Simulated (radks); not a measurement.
# Si⁺ in [Ne] 3s2 4p1: an all-electron calculation

The task here is to estimate one member of a computed series from the others.

Method: scalar-relativistic Kohn-Sham, PW91, spin-polarised, spherical densities, point nucleus; open shells are filled with parallel spins first. Code: radks (a radial shooting solver on a logarithmic mesh, Libxc functionals) version 1.

### The atom as given

* element: silicon (Z = 14)
* charge: +1
* electrons: 13
* configuration: [Ne] 3s2 4p1

Outer shells as boxes (Hund's rule):

Si⁺
```
[Ne] core
3s [↑↓]
4p [↑ ][  ][  ]
```

Set-up of the first run:

The run's settings:

```text
Z 14
configuration [Ne] 3s2 4p1
relativity scalar-relativistic
functional pw91,pw91
spin polarised
nucleus point
c 137.035999084
```

One of the session's tables, all rows but one given; the rest of the session is left out.

It belongs to the step «Radial structure». Radial moments (bohr):

| level | <r> | outermost maximum (interpolated) | 90 % within | nodes |
| --- | --- | --- | --- | --- |
| 1s up | 0.1113 | 0.0726 | 0.199 | 0 |
| 1s down | 0.1113 | 0.0726 | 0.199 | 0 |
| 2s up | 0.5675 | 0.454 | 0.894 | 1 |
| 2s down | 0.5674 | 0.454 | 0.894 | 1 |
| 2p up | 0.5363 | 0.387 | 0.901 | 0 |
| 2p down | ? | ? | ? | ? |
| 3s up | 1.956 | 1.70 | 2.91 | 2 |
| 3s down | 1.968 | 1.70 | 2.94 | 2 |
| 4p up | 6.006 | 5.64 | 8.51 | 2 |

Q: Estimate the row for 2p down from the others.

The run gave: <r>: 0.5362; outermost maximum (interpolated): 0.387; 90 % within: 0.901; nodes: 0. In the column «<r>» it lies between 1s down (0.1113) and 2p up (0.5363).
